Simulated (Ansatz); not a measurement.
## CH3ClF2Sn, SMILES [CH3][Sn]([F])([F])[Cl]: a ladder of methods at one geometry

Run with the Ansatz DFT code, driven from Python.

Input file `ch3clf2sn.xyz`:
```text
8

C    -0.95990   -0.26000    0.62410
Sn    0.78480    0.07300   -0.52010
F     2.14270   -1.10450    0.14040
F     0.52090   -0.31250   -2.39320
Cl    1.49170    2.30660   -0.32460
H    -1.34060   -1.25310    0.51230
H    -0.78620    0.01580    1.68400
H    -1.76130    0.47760    0.22120
```

The script, `methods.py`:
```python
"""CH3ClF2Sn at several levels of theory."""

from pathlib import Path
import argparse

import ansatz as az
import numpy as np

parser = argparse.ArgumentParser(description="CH3ClF2Sn at several levels of theory.")
parser.add_argument("--basis", default="def2-SVP", help="Gaussian basis set")
args = parser.parse_args()


def main() -> None:
    mol = az.Crystal.molecule_from_extxyz("ch3clf2sn.xyz")

    base = mol.calculation().basis(gaussian=args.basis)

    print("functional    E (Ha)        dipole (D)   HOMO (eV)  LUMO (eV)")
    for name in ["hse06", "pbe", "blyp", "r2scan", "cam_b3lyp", "r2scan0"]:
        r = base.functional(name).forces().orbitals().run(threads=1, backend="cpu", runs_dir="runs").report
        lines = Path(r["orbitals_path"]).read_text().splitlines()
        field_of = lambda key: [line.split("=")[1].strip() for line in lines if line.startswith(key)]
        orbitals = [(27.211386 * float(e), s, float(n)) for e, s, n in zip(field_of("Ene="), field_of("Spin="), field_of("Occup="))]
        homo = max(e for e, _, n in orbitals if n > 0.5)
        lumo = min(e for e, _, n in orbitals if n < 0.5)
        dipole = 4.803205 * np.linalg.norm(r["charge_distribution"]["dipole_moment_e_ang"])
        print(f"{name:10s} {r['free_energy_ev'] / 27.211386246:14.6f} {dipole:9.3f} {homo:11.3f} {lumo:10.3f}")


if __name__ == "__main__":
    main()
```

Running `python methods.py` prints:
```text
functional    E (Ha)        dipole (D)   HOMO (eV)  LUMO (eV)
hse06         -913.453158     3.589      -8.889     -2.491
pbe           -913.420425     3.428      -7.771     -2.997
blyp          -913.754084     3.390      -7.536     -2.880
r2scan        -913.802178     3.580      -8.233     -2.857
cam_b3lyp     -913.779247     3.546     -10.582     -1.011
r2scan0       -913.737771     3.690      -9.578     -2.014
```

Reading the output:
- Total energies depend on the basis set; only differences at equal settings carry meaning.
- The geometry is a force-field or estimated start, not a minimum of this method, and the basis set is short of its limit. A lower total doesn't mark the better method: functionals have no common bound, and MP2 and coupled cluster aren't variational.
- def2 sets replace the cores of elements past krypton by effective core potentials.
- Levels such as HOMO and LUMO are orbital energies: with these approximate functionals they aren't the ionisation energy and electron affinity, and their gap isn't the fundamental gap.
- hse06 follows the composition of plane-wave codes, whose totals differ by tens of mHa, up to about 0.1 Ha, from the form usual in Gaussian-basis programs (wpbeh).
- Wall time of the script: 26 s on 1 thread of Intel(R) Xeon(R) Processor @ 2.30GHz, with other jobs on the host, peak memory 0.38 GiB.
